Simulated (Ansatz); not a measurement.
# C2H7GaO2: up Jacob's ladder to CCSD(T)

An exercise on one series of results from a longer session: the logs are not shown, and one member is left open.

The runs use Ansatz 0.2.0, Gaussian basis; functionals in def2-TZVPP, the program's frozen cores in correlated methods.

Levels to be run: LDA (SPW92), PBE-D4, revPBE-D4, BLYP-D4, r2SCAN-D4, B97M-V, PBE0-D4, B3LYP-D4, r2SCANh-D4, r2SCAN0-D4, HSE06-D4, BHLYP-D4, CAM-B3LYP-D4, LC-ωPBE, ωB97X-V, ωB97M-V, B2PLYP, PBE-QIDH; CCSD(T)/def2-SVP; CCSD(T)/def2-TZVPP; MP2/def2-QZVPP; extrapolation to the limit; RPA on PBE.

### The geometry

All runs share one geometry, relaxed beforehand with PBE0-D4 in a triple-zeta def2 set.

SMILES `C[O][GaH][O]C`, 12 atoms, charge 0, spin multiplicity 1.

Atoms are counted from 1 here; the program's logs count them from 0.

Bond lengths: C1–O2 1.409 Å, C1–H6 1.095 Å, C1–H7 1.095 Å, C1–H8 1.095 Å, O2–Ga3 1.770 Å, Ga3–O4 1.781 Å, Ga3–H9 1.546 Å, O4–C5 1.403 Å, C5–H10 1.099 Å, C5–H11 1.096 Å, C5–H12 1.096 Å. Angles: O2–C1–H6 109.6°, O2–C1–H7 113.0°, O2–C1–H8 109.6°, H6–C1–H7 108.3°, H6–C1–H8 108.0°, H7–C1–H8 108.3°, C1–O2–Ga3 123.0°, O2–Ga3–O4 113.1°, O2–Ga3–H9 122.6°, O4–Ga3–H9 124.3°, Ga3–O4–C5 123.7°, O4–C5–H10 113.4°, O4–C5–H11 110.0°, O4–C5–H12 110.0°, H10–C5–H11 107.7°, H10–C5–H12 107.7°, H11–C5–H12 107.9°.

The first run:

in.yaml reads:

```yaml
crystal:
  periodic: [false, false, false]
  atoms:
    - {symbol: C, position_ang: [-1.954156, 0.894803, 1.076992]}
    - {symbol: O, position_ang: [-0.902718, 0.262327, 1.769465]}
    - {symbol: Ga, position_ang: [0.528218, -0.391176, 0.958810]}
    - {symbol: O, position_ang: [0.495929, -0.163637, -0.807146]}
    - {symbol: C, position_ang: [1.517031, -0.595321, -1.667206]}
    - {symbol: H, position_ang: [-2.075922, 1.917733, 1.449362]}
    - {symbol: H, position_ang: [-1.788563, 0.940664, -0.004809]}
    - {symbol: H, position_ang: [-2.890228, 0.355607, 1.258424]}
    - {symbol: H, position_ang: [1.677090, -1.084765, 1.726644]}
    - {symbol: H, position_ang: [2.344781, -1.095963, -1.145846]}
    - {symbol: H, position_ang: [1.113577, -1.299310, -2.403484]}
    - {symbol: H, position_ang: [1.934950, 0.259037, -2.211217]}
basis:
  gaussian: {orbitals: def2-TZVPP}
hamiltonian: {xc: lda}
output: {orbitals: {seedname: orbitals}}
```

Launch:

```console
ansatz run in.yaml --threads 4 --pin off --events-out ev --progress --plain --max-ram 10444MiB
```

Among the steps run: LDA; PBE-D4 (GGA); revPBE-D4 (GGA); BLYP-D4 (GGA); r2SCAN-D4 (meta-GGA); B97M-V (meta-GGA); B3LYP-D4 (hybrid); r2SCANh-D4 (hybrid); r2SCAN0-D4 (hybrid); HSE06-D4 (hybrid); BHLYP-D4 (hybrid); CAM-B3LYP-D4 (range-separated); LC-ωPBE (range-separated); ωB97X-V (range-separated); ωB97M-V (range-separated); B2PLYP (double hybrid); PBE-QIDH (double hybrid).

One of the session's tables, all rows but one given; the rest of the session is left out.

It belongs to the step «Orbital energies across the functionals». 

```
  functional  HOMO (eV)  gap (eV)
 LDA (SPW92)          ?         ?
      PBE-D4      -6.12      4.79
   revPBE-D4      -6.06      4.85
     BLYP-D4      -6.04      4.75
   r2SCAN-D4      -6.43      5.39
      B97M-V      -6.55      5.26
     PBE0-D4      -7.63      7.08
    B3LYP-D4      -7.40      6.55
  r2SCANh-D4      -7.00      6.22
  r2SCAN0-D4      -7.86      7.48
    HSE06-D4      -7.23      6.30
    BHLYP-D4      -9.12      9.24
CAM-B3LYP-D4      -9.08      9.38
     LC-ωPBE     -10.42     11.94
     ωB97X-V     -10.09     11.44
     ωB97M-V     -10.03     11.11
```

Q: Estimate the row for LDA (SPW92) from the others.

As computed: HOMO (eV): -6.27; gap (eV): 4.70. In the column «HOMO (eV)» it lies between r2SCAN-D4 (-6.43) and PBE-D4 (-6.12).
